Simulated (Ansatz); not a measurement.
# MoC2: the cost of one run

Computed with Ansatz 0.2.0 (DFT PBE, scalar-relativistic, plane waves, PAW, unless a step's input says otherwise).

1 further run of the same task is left out (set aside as unsound or not needed).

## (1) The structure to begin with

Symmetry: P4_2/mmc, No. 131, tetragonal system. The conventional cell has a = 3.108 Å, b = 3.108 Å, c = 5.664 Å, α = 90.00°, β = 90.00°, γ = 90.00°. Around Mo (site symmetry -4m2) lie 8 C at 2.27 Å. Around C (site symmetry m2m) lie 1 C at 1.42 Å.

As a file:

```cif
data_structure
_symmetry_space_group_name_H-M 'P 1'
_symmetry_Int_Tables_number 1
_cell_length_a 3.1076
_cell_length_b 3.1076
_cell_length_c 5.6640
_cell_angle_alpha 90.000
_cell_angle_beta 90.000
_cell_angle_gamma 90.000
_cell_volume 54.70
loop_
_atom_site_label
_atom_site_type_symbol
_atom_site_fract_x
_atom_site_fract_y
_atom_site_fract_z
_atom_site_occupancy
Mo1 Mo 0.00000 0.00000 0.25000 1
Mo2 Mo 0.00000 0.00000 0.75000 1
C1 C 0.72866 0.50000 0.00000 1
C2 C 0.27134 0.50000 0.00000 1
C3 C 0.50000 0.72866 0.50000 1
C4 C 0.50000 0.27134 0.50000 1
```

The cell was relaxed beforehand at this level, from a generated guess; it is a trial structure. At a tolerance of 0.05 Å it has space group P4_2/mmc (No. 131); it has 9.12 Å³/atom, an uncorrected energy of +1.00 eV/atom over the elements.

## (2) Static run: bands, density of states and charges

Contents of input.yaml:

```yaml
crystal:
  lattice:
    - [3.1075923271, 0.0, 0.0]
    - [0.0, 3.1075923271, 0.0]
    - [0.0, 0.0, 5.6640289593]
  atoms:
    - { symbol: Mo, position: [0.0, 0.0, 0.25] }
    - { symbol: Mo, position: [0.0, 0.0, 0.75] }
    - { symbol: C, position: [0.7286576272, 0.5, 0.0] }
    - { symbol: C, position: [0.2713423728, 0.5, 0.0] }
    - { symbol: C, position: [0.5, 0.7286576272, 0.5] }
    - { symbol: C, position: [0.5, 0.2713423728, 0.5] }
basis:
  ecutwfc: 420
kpoints:
  mp_grid: { grid: [12, 12, 8] }
  band_path:
    path:
      - [[0.0, 0.0, 0.0], [0.0, 0.5, 0.0], [0.5, 0.5, 0.0], [0.0, 0.0, 0.0], [0.0, 0.0, 0.5], [0.0, 0.5, 0.5], [0.5, 0.5, 0.5], [0.0, 0.0, 0.5]]
      - [[0.0, 0.5, 0.0], [0.0, 0.5, 0.5]]
      - [[0.5, 0.5, 0.0], [0.5, 0.5, 0.5]]
    npoints: 14
hamiltonian:
  xc: pbe
scf:
  occupations: { method: gaussian, width: 0.1 }
  n_extra_bands: 15
output:
  forces: true
  stress: true
  eigenvalues: true
  populations: true
  dos: { projected: true, de: 0.02, nscf_kmesh: { grid: [15, 15, 10] } }
  bader: true
  write_density: true
  write_potential: true
  elf: true
  volumetric_format: npy
```

Run with:

```sh
$ ansatz run input.yaml --threads 1 --pin off --max-ram 2560MiB --backend cpu --events-out ev --progress --plain --runs-dir out
```

What time and memory should one allow on 1 thread of Arm Neoverse V2, shared host?

About 74 s, with a peak of 0.51 GiB.
